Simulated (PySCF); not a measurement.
# C₇H₇NO: NMR shifts and electronic excitations in gas and solvents

Aim: compute the NMR shifts and electronic excitations of C₇H₇NO (`CC(=O)c1ccncc1`), and see what a dielectric continuum does where one was used.

The runs use PySCF 2.14.0, with density-fitted response routines of our own; the level of theory stands in each step. All values are computed, except where a source is named. Atoms count from 0, in the outputs and in this text.

## (1) Starting geometry

16 atoms, charge 0, multiplicity 1; geometry from: GFN2-xTB. The atoms were then displaced at random by about 0.01 Å, so the start is not that level's minimum.

Bonds of the start (Å): C0–C1 1.47, C1–O2 1.21, C1–C3 1.53, C3–C4 1.38, C4–C5 1.39, C5–N6 1.32, N6–C7 1.33, C7–C8 1.40, C8–C3 1.37, C0–H9 1.10, C0–H10 1.08, C0–H11 1.11, C4–H12 1.08, C5–H13 1.08, C7–H14 1.06, C8–H15 1.09.

## (2) Geometry optimisation at PBE0-D3(BJ)/def2-SVP

The job: settings as JSON, then the geometry in Å.

```
{"job": {"xc": "PBE0", "basis": "def2-SVP", "d3": "d3bj", "grid": 1, "shake": 0.01, "kind": "geom"}, "charge": 0, "multiplicity": 1}
C     -2.314080     0.657930    -0.569240
C     -1.547470    -0.465680    -0.000330
O     -2.085690    -1.490230     0.356880
C     -0.030330    -0.271240     0.102460
C      0.695980    -1.322770     0.623060
C      2.066410    -1.151360     0.733550
N      2.710670    -0.060150     0.356330
C      1.997670     0.936820    -0.148920
C      0.602490     0.888500    -0.273260
H     -3.390720     0.414120    -0.581480
H     -2.007830     0.895140    -1.577170
H     -2.192550     1.575830     0.042170
H      0.179270    -2.212690     0.941160
H      2.680000    -1.937760     1.146360
H      2.537130     1.798400    -0.439900
H      0.079990     1.742780    -0.700930
```

Command:

```console
$ OMP_NUM_THREADS=1 python probes_run.py task.json out
```

The driver reads the jobs from task.json and runs them one after another.

The program printed:

```text
step   0  E = -400.18458240  max force = 0.039865
step   1  E = -400.18834254  max force = 0.007853
step   2  E = -400.18875284  max force = 0.003313
step   3  E = -400.18868676  max force = 0.005395
step   4  E = -400.18895908  max force = 0.002375
step   5  E = -400.18894142  max force = 0.003015
step   6  E = -400.18905261  max force = 0.000453
step   7  E = -400.18907976  max force = 0.000494
step   8  E = -400.18911419  max force = 0.000978
step   9  E = -400.18913569  max force = 0.001039
step  10  E = -400.18914679  max force = 0.000229
optimisation converged
```

Wall time 1.9 min (1 thread of Arm Neoverse V2, shared host); peak memory 0.66 GiB.

Relaxation path: (the energy doesn't fall at every step)

```csv
step,energy from step 0 (eV),largest force component (eV/Å)
0,0.0000,2.0499
1,-0.1023,0.4038
2,-0.1135,0.1704
3,-0.1117,0.2774
4,-0.1191,0.1221
5,-0.1186,0.1550
6,-0.1216,0.0233
7,-0.1224,0.0254
8,-0.1233,0.0503
9,-0.1239,0.0534
10,-0.1242,0.0118
```

Close pairs (by a distance rule), those that changed most:

```
  bond  before (Å)  after (Å)  change (Å)
C7–H14       1.057      1.096      +0.039
 C0–C1       1.474      1.506      +0.031
 C1–C3       1.533      1.504      -0.029
 C3–C8       1.374      1.397      +0.023
C0–H10       1.080      1.102      +0.022
 C3–C4       1.380      1.397      +0.017
C5–H13       1.080      1.096      +0.016
C4–H12       1.077      1.092      +0.015
```

The next job starts from the end point, and lists it.

```
                         at the end point                value
rotational constants (GHz, main isotopes)  3.840, 1.214, 0.928
                        dipole moment (D)                 2.40
```

## (3) NMR shieldings: PBE0/pcSseg-1 in acetone

The job: settings as JSON, then the geometry in Å.

```
{"job": {"kind": "nmr", "xc": "PBE0", "basis": "pcSseg-1", "solvent": "acetone", "pop": true}, "charge": 0, "multiplicity": 1}
C     -2.301239     0.627536    -0.809233
C     -1.517403    -0.497893    -0.187866
O     -2.031662    -1.559730     0.078399
C     -0.056636    -0.278762     0.094403
C      0.677665    -1.325802     0.657424
C      2.030280    -1.130293     0.919204
N      2.670152     0.009603     0.661216
C      1.971932     1.005294     0.125033
C      0.612630     0.916898    -0.177727
H     -3.348342     0.318627    -0.908624
H     -1.896261     0.874660    -1.803333
H     -2.240473     1.539369    -0.195725
H      0.174635    -2.269090     0.878636
H      2.628419    -1.935987     1.359864
H      2.519283     1.932898    -0.078886
H      0.099812     1.773680    -0.618556
```

Level: GIAO PBE0/pcSseg-1 NMR shielding, non-relativistic, IEF-PCM acetone.

The program printed:

```text
coarse grid: 14096 points
cycle   1  E = -400.2475975534  dE =  1.540e+00  |g| = 7.718e-01  |ddm| = 3.913e+00
cycle   2  E = -399.9646489687  dE =  2.829e-01  |g| = 1.451e+00  |ddm| = 2.685e+00
cycle   3  E = -400.3618891908  dE = -3.972e-01  |g| = 1.360e-01  |ddm| = 2.001e+00
cycle   4  E = -400.3657369853  dE = -3.848e-03  |g| = 5.498e-02  |ddm| = 1.592e-01
cycle   5  E = -400.3664094312  dE = -6.724e-04  |g| = 1.445e-02  |ddm| = 5.340e-02
cycle   6  E = -400.3664565264  dE = -4.710e-05  |g| = 3.984e-03  |ddm| = 1.322e-02
cycle   7  E = -400.3664599971  dE = -3.471e-06  |g| = 1.277e-03  |ddm| = 3.867e-03
final grid: 138264 points
cycle   8  E = -400.4296009842  dE = -3.619e-05  |g| = 1.177e-02  |ddm| = 5.301e-02
cycle   9  E = -400.4295488599  dE =  5.212e-05  |g| = 2.056e-02  |ddm| = 2.985e-02
cycle  10  E = -400.4296290138  dE = -8.015e-05  |g| = 2.186e-03  |ddm| = 2.045e-02
cycle  11  E = -400.4296299788  dE = -9.650e-07  |g| = 3.268e-04  |ddm| = 2.040e-03
cycle  12  E = -400.4296299955  dE = -1.667e-08  |g| = 2.081e-04  |ddm| = 4.740e-04
cycle  13  E = -400.4296300057  dE = -1.022e-08  |g| = 4.113e-05  |ddm| = 2.129e-04
cycle  14  E = -400.4296300061  dE = -3.536e-10  |g| = 1.213e-05  |ddm| = 5.301e-05
converged SCF energy = -400.4296300061

GIAO shielding tensors (ppm)
atom      isotropic    diamagn.    paramagn.     s11        s22        s33       span
  0 C      155.546     252.989     -97.443    134.680    144.576    187.382     52.701
  1 C      -20.578     245.526    -266.104   -110.000    -49.307     97.573    207.572
  2 O     -289.870     402.290    -692.160   -851.924   -373.275    355.590   1207.515
  3 C       39.450     264.661    -225.211    -63.128     16.331    165.148    228.275
  4 C       58.615     253.254    -194.640    -48.444     38.842    185.446    233.889
  5 C       27.411     251.444    -224.033    -82.844     19.972    145.106    227.951
  6 N      -99.054     333.957    -433.012   -419.423   -182.349    304.609    724.033
  7 C       26.768     251.429    -224.661    -85.546     20.166    145.684    231.229
  8 C       55.113     254.992    -199.879    -47.627     38.581    174.385    222.012
  9 H       28.923      27.306       1.617     25.075     27.762     33.933      8.858
 10 H       28.216      29.574      -1.358     24.462     28.208     31.980      7.518
 11 H       28.104      29.815      -1.711     24.097     28.518     31.695      7.598
 12 H       23.133      33.160     -10.028     19.119     22.943     27.335      8.216
 13 H       22.162      28.276      -6.115     18.063     22.065     26.356      8.293
 14 H       22.150      28.803      -6.653     18.249     21.794     26.405      8.156
 15 H       23.273      33.768     -10.495     19.718     22.278     27.825      8.107
```

Run time: 25 s. Hardware: 1 thread of Arm Neoverse V2, shared host; peak memory 1.1 GiB.

Shifts follow as δ = σ(reference) − σ, with reference shieldings (ppm) from runs at the same level and on the same kind of geometry: ¹H TMS 31.24, ¹³C TMS 185.4, ¹⁵N NH3 268.4, ¹⁷O H2O 342.8. The references are single molecules in the same continuum, so shifts against H2O, NH3, PH3, H3PO4 or CFCl3 are not on the usual liquid scales and can be off by tens of ppm. Atoms listed in one row are averaged.

| atoms | environment | σ (ppm) | δ (ppm) |
| --- | --- | --- | --- |
| C1 | ketone carbonyl carbon | -20.6 | 206.0 |
| C5, C7 | aromatic CH next to a ring nitrogen | 27.1 | 158.3 |
| C3 | substituted aromatic carbon | 39.5 | 146.0 |
| C4, C8 | aromatic CH | 56.9 | 128.6 |
| C0 | methyl carbon α to a carbonyl | 155.5 | 29.9 |
| H13, H14 | hydrogen on an aromatic CH next to a ring nitrogen | 22.16 | 9.09 |
| H12, H15 | hydrogen on an aromatic CH | 23.20 | 8.04 |
| H9, H10, H11 | hydrogen on a methyl carbon α to a carbonyl | 28.41 | 2.83 |
| O2 | ketone oxygen | -289.9 | 632.6 |
| N6 | pyridine-type ring nitrogen | -99.1 | 367.5 |

Charges from the same density, by scheme (e):

| atoms | Mulliken | IAO | Hirshfeld | ESP fit |
| --- | --- | --- | --- | --- |
| C0 | -0.26 | -0.47 | -0.12 | -0.60 |
| C1 | 0.28 | 0.40 | 0.17 | 0.59 |
| O2 | -0.40 | -0.45 | -0.26 | -0.53 |
| C3 | -0.26 | -0.04 | -0.01 | 0.39 |
| C4, C8 | -0.11 | -0.16 | -0.04 | -0.65 |
| C5, C7 | 0.16 | -0.01 | 0.02 | 0.58 |
| N6 | -0.45 | -0.30 | -0.18 | -0.80 |

Mayer bond orders: C0–C1 1.07, C1–O2 1.98, C1–C3 0.93, C3–C4 1.38, C4–C5 1.42, C5–N6 1.45, N6–C7 1.47, C7–C8 1.41, C8–C3 1.36.

Ring of atoms C3, C4, C5, N6, C7, C8: NICS(0) -7.4, NICS(1) -11.4, NICS(1)zz -28.0 ppm (means of both faces).

## (4) Shielding tensors: PBE0/pcSseg-1 in chloroform

Settings changed since step 3:

```diff
@@ -1,2 +1,2 @@
-{"job": {"kind": "nmr", "xc": "PBE0", "basis": "pcSseg-1", "solvent": "acetone", "pop": true}, "charge": 0, "multiplicity": 1}
+{"job": {"kind": "nmr", "xc": "PBE0", "basis": "pcSseg-1", "solvent": "chloroform", "pop": false}, "charge": 0, "multiplicity": 1}
 C     -2.301239     0.627536    -0.809233
```

With the program's defaults for keys left out, this is: GIAO PBE0/pcSseg-1 NMR shielding, non-relativistic, IEF-PCM chloroform.

The program printed:

```text
coarse grid: 14096 points
cycle   1  E = -400.2416645403  dE =  1.546e+00  |g| = 7.778e-01  |ddm| = 3.913e+00
cycle   2  E = -399.9354124052  dE =  3.063e-01  |g| = 1.492e+00  |ddm| = 2.815e+00
cycle   3  E = -400.3585116844  dE = -4.231e-01  |g| = 1.412e-01  |ddm| = 2.119e+00
cycle   4  E = -400.3626538790  dE = -4.142e-03  |g| = 5.808e-02  |ddm| = 1.689e-01
cycle   5  E = -400.3634040500  dE = -7.502e-04  |g| = 1.560e-02  |ddm| = 5.835e-02
cycle   6  E = -400.3634593900  dE = -5.534e-05  |g| = 4.443e-03  |ddm| = 1.479e-02
cycle   7  E = -400.3634636710  dE = -4.281e-06  |g| = 1.568e-03  |ddm| = 4.502e-03
final grid: 138264 points
cycle   8  E = -400.4266297896  dE = -3.452e-05  |g| = 1.220e-02  |ddm| = 5.326e-02
cycle   9  E = -400.4265697990  dE =  5.999e-05  |g| = 2.172e-02  |ddm| = 3.163e-02
cycle  10  E = -400.4266598545  dE = -9.006e-05  |g| = 2.236e-03  |ddm| = 2.184e-02
cycle  11  E = -400.4266608634  dE = -1.009e-06  |g| = 3.615e-04  |ddm| = 2.136e-03
cycle  12  E = -400.4266608844  dE = -2.106e-08  |g| = 2.235e-04  |ddm| = 5.261e-04
cycle  13  E = -400.4266608962  dE = -1.181e-08  |g| = 4.146e-05  |ddm| = 2.347e-04
cycle  14  E = -400.4266608966  dE = -3.574e-10  |g| = 1.295e-05  |ddm| = 5.536e-05
converged SCF energy = -400.4266608966

GIAO shielding tensors (ppm)
atom      isotropic    diamagn.    paramagn.     s11        s22        s33       span
  0 C      155.938     253.162     -97.223    135.743    144.929    187.143     51.399
  1 C      -19.138     245.407    -264.545   -108.947    -45.908     97.440    206.387
  2 O     -301.775     401.816    -703.591   -876.422   -384.553    355.651   1232.073
  3 C       39.698     264.574    -224.875    -62.475     16.489    165.080    227.555
  4 C       58.597     253.289    -194.692    -48.240     38.823    185.209    233.450
  5 C       27.244     251.488    -224.244    -83.429     20.393    144.768    228.197
  6 N     -103.339     333.243    -436.582   -430.927   -183.574    304.486    735.412
  7 C       27.038     251.302    -224.264    -85.448     21.279    145.284    230.733
  8 C       56.101     255.378    -199.278    -46.436     41.123    173.615    220.051
  9 H       28.900      27.363       1.537     25.055     27.715     33.928      8.872
 10 H       28.326      29.722      -1.396     24.597     28.339     32.043      7.446
 11 H       28.216      29.965      -1.749     24.233     28.657     31.758      7.525
 12 H       23.144      33.167     -10.023     19.130     22.975     27.328      8.198
 13 H       22.167      28.301      -6.134     18.119     21.984     26.398      8.279
 14 H       22.183      28.817      -6.633     18.314     21.739     26.497      8.183
 15 H       23.442      33.954     -10.512     19.950     22.403     27.973      8.023
```

Run time: 23 s. Hardware: 1 thread of Arm Neoverse V2, shared host; peak memory 1.1 GiB.

This run: δ C1 204.3, C5 158.0, C3 145.5, C4 127.8, H13 9.07, H12 7.95 ppm (means over like atoms).

## (5) Shielding tensors: PBE0/pcSseg-1 in water

Settings changed since step 4:

```diff
@@ -1,2 +1,2 @@
-{"job": {"kind": "nmr", "xc": "PBE0", "basis": "pcSseg-1", "solvent": "chloroform", "pop": false}, "charge": 0, "multiplicity": 1}
+{"job": {"kind": "nmr", "xc": "PBE0", "basis": "pcSseg-1", "solvent": "water", "pop": false}, "charge": 0, "multiplicity": 1}
 C     -2.301239     0.627536    -0.809233
```

Level: GIAO PBE0/pcSseg-1 NMR shielding, non-relativistic, IEF-PCM water.

The program printed:

```text
coarse grid: 14096 points
cycle   1  E = -400.2490293320  dE =  1.538e+00  |g| = 7.704e-01  |ddm| = 3.913e+00
cycle   2  E = -399.9713712627  dE =  2.777e-01  |g| = 1.441e+00  |ddm| = 2.656e+00
cycle   3  E = -400.3627363072  dE = -3.914e-01  |g| = 1.348e-01  |ddm| = 1.975e+00
cycle   4  E = -400.3665161196  dE = -3.780e-03  |g| = 5.427e-02  |ddm| = 1.569e-01
cycle   5  E = -400.3671713039  dE = -6.552e-04  |g| = 1.419e-02  |ddm| = 5.231e-02
cycle   6  E = -400.3672166616  dE = -4.536e-05  |g| = 3.885e-03  |ddm| = 1.290e-02
cycle   7  E = -400.3672199691  dE = -3.308e-06  |g| = 1.213e-03  |ddm| = 3.735e-03
final grid: 138264 points
cycle   8  E = -400.4303543250  dE = -3.655e-05  |g| = 1.167e-02  |ddm| = 5.296e-02
cycle   9  E = -400.4303039190  dE =  5.041e-05  |g| = 2.029e-02  |ddm| = 2.944e-02
cycle  10  E = -400.4303819017  dE = -7.798e-05  |g| = 2.173e-03  |ddm| = 2.013e-02
cycle  11  E = -400.4303828557  dE = -9.540e-07  |g| = 3.187e-04  |ddm| = 2.019e-03
cycle  12  E = -400.4303828715  dE = -1.575e-08  |g| = 2.042e-04  |ddm| = 4.617e-04
cycle  13  E = -400.4303828813  dE = -9.837e-09  |g| = 4.117e-05  |ddm| = 2.080e-04
cycle  14  E = -400.4303828816  dE = -3.529e-10  |g| = 1.200e-05  |ddm| = 5.261e-05
converged SCF energy = -400.4303828816

GIAO shielding tensors (ppm)
atom      isotropic    diamagn.    paramagn.     s11        s22        s33       span
  0 C      155.441     252.940     -97.499    134.407    144.475    187.442     53.035
  1 C      -20.943     245.558    -266.501   -110.305    -50.128     97.605    207.911
  2 O     -286.863     402.409    -689.272   -845.713   -370.437    355.561   1201.274
  3 C       39.386     264.682    -225.296    -63.297     16.291    165.164    228.461
  4 C       58.626     253.248    -194.622    -48.491     38.869    185.501    233.992
  5 C       27.464     251.433    -223.969    -82.683     19.891    145.185    227.868
  6 N      -97.966     334.141    -432.107   -416.505   -182.029    304.636    721.141
  7 C       26.696     251.463    -224.767    -85.574     19.882    145.780    231.355
  8 C       54.843     254.887    -200.044    -47.946     37.891    174.584    222.529
  9 H       28.932      27.294       1.638     25.084     27.776     33.935      8.852
 10 H       28.187      29.535      -1.348     24.426     28.173     31.963      7.537
 11 H       28.074      29.775      -1.701     24.061     28.482     31.678      7.617
 12 H       23.131      33.160     -10.029     19.118     22.936     27.338      8.220
 13 H       22.161      28.271      -6.110     18.050     22.086     26.347      8.297
 14 H       22.141      28.800      -6.659     18.233     21.808     26.382      8.148
 15 H       23.228      33.718     -10.490     19.656     22.244     27.786      8.130
```

Wall time 24 s (1 thread of Arm Neoverse V2, shared host); peak memory 1.1 GiB.

In short: δ C1 206.4, C5 158.4, C3 146.1, C4 128.8, H13 9.09, H12 8.06 ppm (means over like atoms).

## (6) Nuclear shieldings: WP04/pcSseg-1 in chloroform

Settings changed since step 5:

```diff
@@ -1,2 +1,2 @@
-{"job": {"kind": "nmr", "xc": "PBE0", "basis": "pcSseg-1", "solvent": "water", "pop": false}, "charge": 0, "multiplicity": 1}
+{"job": {"kind": "nmr", "xc": "WP04", "basis": "pcSseg-1", "solvent": "chloroform", "pop": false}, "charge": 0, "multiplicity": 1}
 C     -2.301239     0.627536    -0.809233
```

Method: GIAO WP04/pcSseg-1 NMR shielding, non-relativistic, IEF-PCM chloroform.

The program printed:

```text
coarse grid: 14096 points
cycle   1  E = -409.8398608146  dE =  1.401e+00  |g| = 1.134e+00  |ddm| = 3.993e+00
cycle   2  E = -409.0598312099  dE =  7.800e-01  |g| = 2.226e+00  |ddm| = 4.221e+00
cycle   3  E = -410.0554550089  dE = -9.956e-01  |g| = 3.577e-01  |ddm| = 3.564e+00
cycle   4  E = -410.0831712716  dE = -2.772e-02  |g| = 1.158e-01  |ddm| = 4.018e-01
cycle   5  E = -410.0858504092  dE = -2.679e-03  |g| = 4.839e-02  |ddm| = 1.143e-01
cycle   6  E = -410.0863983865  dE = -5.480e-04  |g| = 9.643e-03  |ddm| = 3.921e-02
cycle   7  E = -410.0864179749  dE = -1.959e-05  |g| = 3.221e-03  |ddm| = 8.626e-03
cycle   8  E = -410.0864201910  dE = -2.216e-06  |g| = 1.152e-03  |ddm| = 3.738e-03
final grid: 138264 points
cycle   9  E = -410.1809666543  dE = -7.246e-05  |g| = 9.137e-03  |ddm| = 6.894e-02
cycle  10  E = -410.1809288818  dE =  3.777e-05  |g| = 1.645e-02  |ddm| = 2.124e-02
cycle  11  E = -410.1809839829  dE = -5.510e-05  |g| = 3.558e-03  |ddm| = 1.596e-02
cycle  12  E = -410.1809864023  dE = -2.419e-06  |g| = 3.358e-04  |ddm| = 3.108e-03
cycle  13  E = -410.1809864139  dE = -1.158e-08  |g| = 2.596e-04  |ddm| = 5.189e-04
cycle  14  E = -410.1809864303  dE = -1.645e-08  |g| = 7.315e-05  |ddm| = 2.652e-04
cycle  15  E = -410.1809864316  dE = -1.253e-09  |g| = 1.926e-05  |ddm| = 7.673e-05
cycle  16  E = -410.1809864316  dE = -7.515e-11  |g| = 6.823e-06  |ddm| = 1.818e-05
converged SCF energy = -410.1809864316

GIAO shielding tensors (ppm)
atom      isotropic    diamagn.    paramagn.     s11        s22        s33       span
  0 C      143.019     253.467    -110.448    124.369    131.783    172.906     48.537
  1 C      -32.551     249.037    -281.588   -122.273    -59.145     83.765    206.038
  2 O     -282.005     404.445    -686.450   -818.116   -375.468    347.568   1165.684
  3 C       26.459     263.985    -237.527    -72.442      0.859    150.958    223.400
  4 C       45.968     254.191    -208.223    -59.587     26.092    171.399    230.986
  5 C       15.566     252.741    -237.176    -95.490      9.919    132.268    227.758
  6 N     -112.679     331.546    -444.225   -430.665   -192.720    285.348    716.012
  7 C       15.324     252.851    -237.527    -97.659     10.817    132.814    230.473
  8 C       44.153     257.040    -212.888    -57.152     28.087    161.523    218.676
  9 H       29.224      26.870       2.354     25.608     28.328     33.737      8.129
 10 H       28.688      30.534      -1.846     25.241     28.780     32.043      6.802
 11 H       28.592      30.823      -2.232     24.903     29.084     31.789      6.886
 12 H       23.692      33.974     -10.282     19.773     23.366     27.936      8.163
 13 H       22.794      28.443      -5.649     18.983     22.481     26.918      7.935
 14 H       22.799      29.238      -6.439     19.141     22.239     27.018      7.876
 15 H       24.049      35.397     -11.347     20.590     22.938     28.619      8.028
```

It took 25 s on 1 thread of Arm Neoverse V2, shared host; peak memory 1.1 GiB.

Key values: δ C1 205.7, C5 157.7, C3 146.7, C4 128.1, H13 8.75, H12 7.68 ppm (means over like atoms).

## (7) NMR shieldings: wB97X-D/pcSseg-1 in chloroform

Settings changed since step 6:

```diff
@@ -1,2 +1,2 @@
-{"job": {"kind": "nmr", "xc": "WP04", "basis": "pcSseg-1", "solvent": "chloroform", "pop": false}, "charge": 0, "multiplicity": 1}
+{"job": {"kind": "nmr", "xc": "wB97X-D", "basis": "pcSseg-1", "solvent": "chloroform", "pop": false}, "charge": 0, "multiplicity": 1}
 C     -2.301239     0.627536    -0.809233
```

With the program's defaults for keys left out, this is: GIAO wB97X-D/pcSseg-1 NMR shielding, non-relativistic, IEF-PCM chloroform.

The program printed:

```text
coarse grid: 14096 points
cycle   1  E = -400.5323220512  dE =  1.877e+00  |g| = 8.519e-01  |ddm| = 3.867e+00
cycle   2  E = -400.3979815500  dE =  1.343e-01  |g| = 1.269e+00  |ddm| = 2.298e+00
cycle   3  E = -400.6823381933  dE = -2.844e-01  |g| = 6.877e-02  |ddm| = 1.461e+00
cycle   4  E = -400.6832731873  dE = -9.350e-04  |g| = 4.436e-02  |ddm| = 9.911e-02
cycle   5  E = -400.6837157902  dE = -4.426e-04  |g| = 9.886e-03  |ddm| = 4.777e-02
cycle   6  E = -400.6837401832  dE = -2.439e-05  |g| = 3.780e-03  |ddm| = 1.798e-02
cycle   7  E = -400.6837441033  dE = -3.920e-06  |g| = 1.328e-03  |ddm| = 6.499e-03
final grid: 138264 points
cycle   8  E = -400.7496860559  dE = -2.007e-04  |g| = 4.395e-03  |ddm| = 5.843e-02
cycle   9  E = -400.7496895104  dE = -3.455e-06  |g| = 3.169e-03  |ddm| = 9.207e-03
cycle  10  E = -400.7496914564  dE = -1.946e-06  |g| = 8.675e-04  |ddm| = 2.616e-03
cycle  11  E = -400.7496916092  dE = -1.528e-07  |g| = 4.169e-04  |ddm| = 1.684e-03
cycle  12  E = -400.7496916486  dE = -3.943e-08  |g| = 1.016e-04  |ddm| = 3.854e-04
cycle  13  E = -400.7496916514  dE = -2.753e-09  |g| = 4.206e-05  |ddm| = 2.181e-04
cycle  14  E = -400.7496916520  dE = -6.254e-10  |g| = 1.427e-05  |ddm| = 7.027e-05
converged SCF energy = -400.7496916520

GIAO shielding tensors (ppm)
atom      isotropic    diamagn.    paramagn.     s11        s22        s33       span
  0 C      155.318     252.823     -97.505    135.549    143.619    186.785     51.236
  1 C      -20.572     245.744    -266.316   -111.295    -48.192     97.771    209.066
  2 O     -296.691     402.688    -699.379   -863.472   -383.439    356.839   1220.311
  3 C       37.635     265.140    -227.505    -66.987     15.440    164.451    231.437
  4 C       57.290     254.073    -196.783    -52.008     38.902    184.976    236.983
  5 C       26.245     251.695    -225.450    -86.503     19.703    145.534    232.036
  6 N     -102.610     334.038    -436.648   -424.724   -188.672    305.567    730.291
  7 C       26.137     251.535    -225.398    -88.192     20.643    145.960    234.151
  8 C       55.093     256.279    -201.186    -49.997     41.259    174.018    224.015
  9 H       28.969      27.339       1.630     25.029     27.831     34.045      9.016
 10 H       28.462      29.845      -1.383     24.763     28.484     32.138      7.374
 11 H       28.354      30.094      -1.740     24.407     28.804     31.852      7.445
 12 H       23.205      33.272     -10.067     19.196     22.974     27.446      8.250
 13 H       22.309      28.421      -6.112     18.262     22.168     26.498      8.236
 14 H       22.325      28.966      -6.641     18.441     21.931     26.602      8.161
 15 H       23.520      34.107     -10.587     20.067     22.435     28.057      7.991
```

Wall time 31 s (1 thread of Arm Neoverse V2, shared host); peak memory 1 GiB.

Key values: δ C1 205.8, C5 159.1, C3 147.6, C4 129.1, H13 9.04, H12 8.00 ppm (means over like atoms).

(Part 1 of 2 ends here.)
